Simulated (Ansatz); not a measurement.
**Be (diamond type): a single-point run**

Aim: a sound single-point run of Be (diamond type). The structure is shown as the input types it.

Program: Ansatz 0.2.0. Level of theory: DFT, PBEsol, PAW with Ansatz's default frozen-core files, scalar-relativistic. These are calculated values, not measurements.

**1. The starting structure**

Symmetry: Fd-3m, No. 227, cubic system. Conventional cell: a = 4.428 Å, b = 4.428 Å, c = 4.428 Å, α = 90.00°, β = 90.00°, γ = 90.00°. Around Be (site symmetry -43m) lie 4 Be at 1.92 Å.

As a file:

```
CELL_PARAMETERS angstrom
0.00000 2.21399 2.21399
2.21399 0.00000 2.21399
2.21399 2.21399 0.00000
ATOMIC_POSITIONS crystal
Be 0.87500 0.87500 0.87500
Be 0.12500 0.12500 0.12500
```

**2. Input and run**

Contents of input.yaml:

```yaml
crystal:
  lattice:
    - [0.0, 2.2139906884, 2.2139906884]
    - [2.2139906884, 0.0, 2.2139906884]
    - [2.2139906884, 2.2139906884, 0.0]
  atoms:
    - { symbol: Be, position: [-0.125, -0.125, -0.125] }
    - { symbol: Be, position: [0.125, 0.125, 0.125] }
kpoints:
  mp_grid: { grid: [1, 1, 1] }
scf:
  occupations: { method: fermi_dirac, width: 0.05 }
  max_iter: 100
hamiltonian:
  xc: pbesol
  pseudopotentials: { kind: paw }
output:
  forces: true
  stress: true
  eigenvalues: true
  populations: true
```

Command:

```
$ ansatz run input.yaml --threads 1 --pin off --max-ram 2048MiB --backend cpu --events-out ev --progress --plain --runs-dir out
```

Q: Will this input give a usable result? If not, why, and what should change?

The program finished normally. It gives a pressure of 67 GPa, which is large; a structure far from rest gives such values too, whatever the setting.

The suspect setting: kpoints.mp_grid.grid is [1, 1, 1]. The zone is sampled at a single point, which suits only large cells or molecules.

To check: set kpoints.mp_grid.grid to [15, 15, 15].
